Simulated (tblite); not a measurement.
# C5H10BCl2Ga: the cost of one run

The runs use tblite 0.8.0 and PySCF 2.14.0, with density-fitted response routines of our own; the level of theory stands in each step. All values are computed, except where a source is named. Atoms are numbered from 0 throughout.

**1. The starting structure**

19 atoms, charge 0, multiplicity 1; geometry from: force field or distance geometry start.

Bonds of the start (Å): C0–C1 1.20, C1–Ga2 1.97, Ga2–C3 1.97, C3–C4 1.52, C4–C5 1.48, Ga2–Cl6 2.19, Cl6–B7 1.87, B7–Cl8 1.86, Cl8–Ga2 2.17, C0–H9 1.06, C3–H10 1.12, C3–H11 1.11, C4–H12 1.11, C4–H13 1.12, C5–H14 1.11, C5–H15 1.11, C5–H16 1.12, B7–H17 1.20, B7–H18 1.18.

**2. Relaxing the molecule with GFN2-xTB**

The job: settings as JSON, then the geometry in Å.

```
{"job": {"kind": "relax", "xc": "GFN2-xTB", "basis": "xTB"}, "charge": 0, "multiplicity": 1}
C      0.616200     3.268200    -0.258500
C      0.665800     2.066200    -0.285500
Ga     0.807400     0.103300    -0.323800
C     -0.753800    -0.680700    -1.242100
C     -2.027300    -0.185200    -0.586300
C     -2.059300    -0.561300     0.845600
Cl     2.774800    -0.627200    -0.946900
B      3.140400    -1.007900     0.843900
Cl     1.450300    -0.734200     1.569200
H      0.546100     4.329200    -0.245800
H     -0.780500    -0.256700    -2.278600
H     -0.728200    -1.783600    -1.353300
H     -2.934500    -0.476500    -1.155600
H     -1.978200     0.937800    -0.629600
H     -1.085600    -0.454500     1.366200
H     -2.339500    -1.635600     0.912700
H     -2.784200     0.078000     1.414900
H      3.912000    -0.261500     1.370000
H      3.548200    -2.108600     0.975900
```

The run is started by

```bash
$ OMP_NUM_THREADS=1 python probes_run.py task.json out
```

The driver reads the jobs from task.json and runs them one after another.

Q: Estimate the wall time and peak memory of this first job on 1 thread of Arm Neoverse N1, shared host.

About 2.4 s, with a peak of 0.18 GiB.
